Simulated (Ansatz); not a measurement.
# GeH2O+ (doublet): wave-function methods side by side, cc-pVDZ

How much of the correlation energy of GeH2O+ (doublet) does each wave-function method recover here?

Method: cc-pVDZ, core rule «outside noble gas», up to 15 orbitals frozen; program: Ansatz 0.2.0, Gaussian basis.

To be run: UHF; CCSD(T) on ROHF; CCSD(T) on UHF; BCCD(T) on ROHF; CISD; CCSDT(Q) on ROHF; CCSDT(Q) on UHF.

23 further runs of the same task are left out: 9 for a known fault of the program, 6 that didn't finish, 8 set aside as unsound or not needed.

## Step 1: The geometry

The geometry is a PBE0/def2-TZVP stationary point (not a proven minimum) of the parent state, kept for this charge and spin. No spin-orbit coupling is included. The filled d shell of Ge may be among the frozen orbitals whatever the setting's name suggests; the logs give the count.

4 atoms, charge 1, spin multiplicity 2.

Atoms are counted from 1 here; the program's logs count them from 0.

Bond lengths: Ge1–O2 1.791 Å, Ge1–H3 1.599 Å, O2–H4 0.961 Å. Angles: O2–Ge1–H3 92.3°, Ge1–O2–H4 111.5°.

## Step 2: UHF

Contents of in.yaml:

```yaml
crystal:
  periodic: [false, false, false]
  atoms:
    - {symbol: Ge, position_ang: [0.000000, -0.045054, 0.336205]}
    - {symbol: O, position_ang: [0.000000, 0.151798, -1.443563]}
    - {symbol: H, position_ang: [0.000000, 1.535873, 0.576619]}
    - {symbol: H, position_ang: [0.000000, -0.698502, -1.891995]}
basis:
  gaussian: {orbitals: cc-pVDZ}
total_charge: 1
magnetization: {spin_polarized: true, initial_magnetization: 1}
hamiltonian: {xc: hf}
output: {orbitals: {seedname: orbitals}}
```

The run is started by

```sh
$ ansatz run in.yaml --threads 1 --pin off --events-out ev --progress --plain --max-ram 2393MiB
```

Further steps of the session: CCSD(T) on ROHF; CCSD(T) on UHF; BCCD(T) on ROHF; CISD; CCSDT(Q) on ROHF; CCSDT(Q) on UHF.

**Question.** What will the summary of the whole plan be? Wanted: UCCSDT(Q) below the RHF energy; RMP2 from UCCSDT(Q); UMP2 from UCCSDT(Q); RCCSD from UCCSDT(Q); RCCSD(T) from UCCSDT(Q); UCCSD(T) from UCCSDT(Q); RCCSDT(Q) from UCCSDT(Q); T1 diagnostic.

**Answer**, as computed:

| quantity | value |
| --- | --- |
| UCCSDT(Q) below the RHF energy | -7.9382 eV |
| RMP2 from UCCSDT(Q) | +72.5 kJ/mol |
| UMP2 from UCCSDT(Q) | +72.1 kJ/mol |
| RCCSD from UCCSDT(Q) | +30.0 kJ/mol |
| RCCSD(T) from UCCSDT(Q) | +6.2 kJ/mol |
| UCCSD(T) from UCCSDT(Q) | +5.9 kJ/mol |
| RCCSDT(Q) from UCCSDT(Q) | +1.4 kJ/mol |
| levels within 1 kcal/mol (43 meV) | RCCSDT, UCCSDT, RCCSDT(Q) |
| T1 diagnostic | 0.037 |

What this shows: RCCSD(T) misses by +6.2 kJ/mol, 0.8 % of the correlation energy. These misses are within one basis, not against nature; the frozen cores of restricted and unrestricted runs differ, which can shift their rows.
